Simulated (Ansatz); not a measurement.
I need the interaction energy of a dimer with the counterpoise correction of CH2BrCl, SMILES ClCBr. Use the Python package of Ansatz (0.2.0). Settings (for the species named): PBE, def2-SVPD basis, multiplicity 1, D4 dispersion.

```xyz
5

Cl   -1.5599    0.0932    0.5629
C    -0.0093    0.0420   -0.1746
Br    1.2488   -0.5957    1.1069
H     0.3859    1.0474   -0.5059
H    -0.0156   -0.6607   -1.0308
```

`ch2brcl.py`:
```python
# -*- coding: utf-8 -*-
import ansatz as az

BASIS_SET = "def2-SVPD"
XC = "pbe"
DISPERSION = "d4"

FIRST = [
    ("Cl", (-1.5699, 0.108, 0.5712)),
    ("C", (-0.0193, 0.0568, -0.1663)),
    ("Br", (1.2388, -0.5809, 1.1152)),
    ("H", (0.3759, 1.0622, -0.4976)),
    ("H", (-0.0256, -0.6459, -1.0225)),
]
SECOND = [
    ("Cl", (-0.0298, 5.1399, 1.5079)),
    ("C", (-0.0278, 3.9823, 0.2386)),
    ("Br", (-1.6472, 2.982, 0.3302)),
    ("H", (0.8002, 3.2162, 0.3039)),
    ("H", (0.0076, 4.4919, -0.7442)),
]

def energy(atoms, ghosts=()):
    molecule = az.Crystal.molecule()
    for symbol, xyz in atoms:
        molecule = molecule.atom(symbol, xyz)
    calc = (
        molecule.calculation()
        .basis(gaussian=BASIS_SET)
        .functional(XC, dispersion=DISPERSION)
        .accuracy("medium")
    )
    deck = calc.input()
    if ghosts:
        deck = deck.set(az.key.basis.gaussian.ghost_atoms, [{"symbol": s, "position_ang": list(xyz)} for s, xyz in ghosts])
    return az.Session.from_dict(deck).plan().execute().report["free_energy_ev"]

both = energy(FIRST + SECOND)
alone = energy(FIRST) + energy(SECOND)
ghosted = energy(FIRST, SECOND) + energy(SECOND, FIRST)
print(f"dimer {both:.6f} eV")
print(f"interaction, uncorrected   {(both - alone):8.3f} eV")
print(f"interaction, counterpoise  {(both - ghosted):8.3f} eV")
print(f"basis-set superposition    {(alone - ghosted):8.3f} eV")
```

`python ch2brcl.py` gives:
```text
dimer -167216.685348 eV
interaction, uncorrected      0.306 eV
interaction, counterpoise     0.366 eV
basis-set superposition       0.059 eV
```

Uncorrected it is 0.306 eV, with the counterpoise correction 0.366 eV; the difference, 0.060 eV, is the superposition error. In this basis both values are repulsive.

Notes:
- The settings weren't tested for convergence.
- The dimer is a generated trial pose of unrelaxed monomers, not a minimum, so the figure is no binding energy, and the basis set is small.
- Finished in 32 s on 1 thread of Arm Neoverse V1 (shared host), peak memory 0.43 GiB.
